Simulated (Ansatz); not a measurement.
# HfSn2Te6: the cost of one run

Method: DFT PBE, scalar-relativistic, plane waves, PAW, in Ansatz 0.2.0.

1 further run of the same task is left out (set aside as unsound or not needed).

## Step 1: The structure to begin with

It takes space group P-31m (No. 162, trigonal). Conventional cell: a = 7.327 Å, b = 7.327 Å, c = 6.457 Å, α = 90.00°, β = 90.00°, γ = 120.00°. Hf (site symmetry -3m) has 6 Te at 2.90 Å as nearest neighbours. Sn (site symmetry 32) is surrounded by 6 Te at 3.03 Å. Te (site symmetry m) has 1 Hf at 2.90 Å and 2 Sn at 3.03 Å as nearest neighbours.

Structure file:

```xyz
9
Lattice="7.3273 0.0000 0.0000 -3.6637 6.3456 0.0000 0.0000 0.0000 6.4572" Properties=species:S:1:pos:R:3 pbc="T T T"
Hf    0.0000    0.0000    0.0000
Sn    0.0000    4.2304    0.0000
Sn    3.6637    2.1152    0.0000
Te    2.3377    0.0000    1.7122
Te   -1.1688    2.0245    1.7122
Te    2.4948    4.3212    1.7122
Te    4.9897    0.0000    4.7450
Te    1.1688    2.0245    4.7450
Te   -2.4948    4.3212    4.7450
```

The cell was relaxed beforehand at this level, from a generated guess; it is a trial structure. At a tolerance of 0.05 Å it has space group P-31m (No. 162); it has 33.36 Å³/atom, an uncorrected energy of -0.29 eV/atom over the elements.

## Step 2: Static run: bands, density of states and charges

Contents of input.yaml:

```yaml
crystal:
  lattice:
    - [7.3273053454, 0.0, 0.0]
    - [-3.6636526727, 6.3456325704, 0.0]
    - [0.0, 0.0, 6.4571941695]
  atoms:
    - { symbol: Hf, position: [0.0, 0.0, 0.0] }
    - { symbol: Sn, position: [0.3333333333, 0.6666666667, 0.0] }
    - { symbol: Sn, position: [0.6666666667, 0.3333333333, 0.0] }
    - { symbol: Te, position: [0.3190331769, 0.0, 0.2651568059] }
    - { symbol: Te, position: [0.0, 0.3190331769, 0.2651568059] }
    - { symbol: Te, position: [0.6809668231, 0.6809668231, 0.2651568059] }
    - { symbol: Te, position: [0.6809668231, 0.0, 0.7348431941] }
    - { symbol: Te, position: [0.3190331769, 0.3190331769, 0.7348431941] }
    - { symbol: Te, position: [0.0, 0.6809668231, 0.7348431941] }
basis:
  ecutwfc: 420
kpoints:
  mp_grid: { grid: [6, 6, 6] }
  band_path:
    path:
      - [[0.0, 0.0, 0.0], [0.5, 0.0, 0.0], [0.33333333, 0.33333333, 0.0], [0.0, 0.0, 0.0], [0.0, 0.0, 0.5], [0.5, 0.0, 0.5], [0.33333333, 0.33333333, 0.5], [0.0, 0.0, 0.5]]
      - [[0.5, 0.0, 0.5], [0.5, 0.0, 0.0]]
      - [[0.33333333, 0.33333333, 0.5], [0.33333333, 0.33333333, 0.0], [0.33333333, 0.33333333, -0.5]]
    npoints: 14
hamiltonian:
  xc: pbe
scf:
  occupations: { method: gaussian, width: 0.1 }
  n_extra_bands: 22
output:
  forces: true
  stress: true
  eigenvalues: true
  populations: true
  dos: { projected: true, de: 0.02, nscf_kmesh: { grid: [8, 8, 8] } }
  bader: true
  write_density: true
  write_potential: true
  elf: true
  volumetric_format: npy
```

Launch:

```sh
> ansatz run input.yaml --threads 1 --pin off --max-ram 2560MiB --backend cpu --events-out ev --progress --plain --runs-dir out
```

Q: Estimate wall time and peak memory on 1 thread of Intel Xeon Platinum 8259CL at 2.50GHz (Skylake/Cascade Lake), shared host.

About 6.1 min, with a peak of 2.2 GiB.
